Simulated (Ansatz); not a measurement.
# TiCd: the cost of one run

Program: Ansatz 0.2.0. Level of theory: DFT PBEsol, scalar-relativistic, plane waves, PAW. These are calculated values, not measurements.

1 further run of the same task is left out (set aside as unsound or not needed).

### Step 1. The starting structure

Symmetry: P4/nmm, No. 129, tetragonal system. The conventional cell has a = 2.857 Å, b = 2.857 Å, c = 8.908 Å, α = 90.00°, β = 90.00°, γ = 90.00°. Ti (site symmetry 4mm) is surrounded by 8 Ti at 2.81 to 2.86 Å and 4 Cd at 3.05 Å. Cd (site symmetry 4mm) is surrounded by 8 Cd at 2.86 to 3.12 Å and 4 Ti at 3.05 Å.

Structure file:

```
CELL_PARAMETERS angstrom
2.85734 0.00000 0.00000
0.00000 2.85734 0.00000
0.00000 0.00000 8.90846
ATOMIC_POSITIONS crystal
Ti 0.00000 0.50000 0.60969
Ti 0.50000 0.00000 0.39031
Cd 0.00000 0.50000 0.13343
Cd 0.50000 0.00000 0.86657
```

This cell was relaxed beforehand with the same method: volume 18.18 Å³/atom, gap on the mesh none (metal).

### Step 2. Plan of the line

Rigid slide and opening across a plane, one cut a cell; the plane is (0 0 1) of the conventional cell, and the faces at the cut hold Cd and Cd.

- slide along 0 a1 + a2 (2.857 Å): 6 values from 0.000 to 0.833, periodic
- opening across the cut: 5 values from −0.25 to 2.20 Å

Nothing else is relaxed (rigid halves). Energies count from the perfect crystal. Points are written as (first, second).

### Step 3. Point (0.500, −0.25 Å)

Contents of input.yaml:

```yaml
crystal:
  lattice:
    - [-2.8573410828, 0.0, 0.0]
    - [0.0, -2.8573410828, 0.0]
    - [0.0, -1.4286705414, 17.5669154588]
  atoms:
    - { symbol: Ti, position: [0.0, 0.0918515982, 0.8162968036] }
    - { symbol: Ti, position: [0.0, 0.3454094226, 0.3091811548] }
    - { symbol: Ti, position: [0.5, -0.3525250713, 0.7050501427] }
    - { symbol: Ti, position: [0.5, -0.098967247, 0.1979344939] }
    - { symbol: Cd, position: [1.0, 0.2126091849, 0.5747816303] }
    - { symbol: Cd, position: [1.0, 0.4661670092, 0.0676659815] }
    - { symbol: Cd, position: [0.5, 0.526717342, 0.946565316] }
    - { symbol: Cd, position: [0.5, 0.7802751664, 0.4394496672] }
basis:
  ecutwfc: 520.0
kpoints:
  mp_grid: { grid: [13, 13, 3] }
hamiltonian:
  xc: pbesol
  pseudopotentials: { kind: paw }
scf:
  occupations: { method: gaussian, width: 0.15 }
output:
  forces: true
  stress: true
  eigenvalues: true
```

Started as:

```sh
> ansatz run input.yaml --threads 4 --pin off --max-ram 8192MiB --backend cpu --events-out ev --progress --plain --runs-dir out
```

Q: Estimate wall time and peak memory on 4 threads of Arm Neoverse N1, shared host.

About 39 s, with a peak of 1.6 GiB.
